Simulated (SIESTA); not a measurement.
The system is Hf2Pd2Se2Br2O3.

```
Hf Pd Se Br O
1.0
     7.58666   -1.70971   -1.17576
     7.58666    1.70971   -1.17576
    -2.02446    0.00000   13.05155
Hf Pd Se Br O
2 2 2 2 3
Cartesian
  14.2165 0.0000 -1.4206
  8.6262 0.0000 2.2691
  1.6873 0.0000 6.2302
  3.3945 0.0000 8.9390
  12.2827 0.0000 8.8683
  10.7952 0.0000 5.8168
  8.8069 0.0000 -0.7891
  3.1532 0.0000 3.1608
  8.2058 0.0000 4.0943
  5.7021 0.0000 0.0464
  0.0207 0.0000 2.8206
```

The cell was built by a generator and needn't be a form met in nature.

Base run:

```yaml
Program: SIESTA 5.4.2
Functional: PBE
Potentials_or_basis: PseudoDojo 0.4 standard (PBE files)
Basis: DZP (energy shift 0.003 Ry; two zetas on semicore shells)
Grid_cutoff: 800 Ry
Energy_shift: 0.003 Ry
k_mesh: 8 × 8 × 2
Occupations: fermi-dirac, width 0.05 eV
Spin: no spin polarisation
Hubbard_terms: Hf d U = 6 eV, Pd d U = 6 eV
```

Its results: band gap on the k mesh 1.27 eV, indirect (least direct gap 1.31 eV); pressure 4.1 GPa; largest force 1.422 eV/Å.

Question: The run is repeated on the same cell with these changes: hubbard terms from Hf d U = 6 eV, Pd d U = 6 eV to Hf d U = 4 eV, Pd d U = 4 eV. What comes out?

Answer: Band gap on the k mesh 1.17 eV, indirect (least direct gap 1.20 eV); pressure 3.2 GPa; largest force 1.011 eV/Å.

Caveats: short orbitals over semicore shells can move pressures by several GPa; spin-orbit coupling is left out, which moves the levels of the heavy elements; the basis of atomic orbitals isn't converged, which shifts pressures, moduli and gaps; forces of over 1 eV/Å show positions far from the minimum, so gaps and moduli don't describe the material at rest.

A k mesh can miss the band edges.

Not every run made on this cell is shown here.
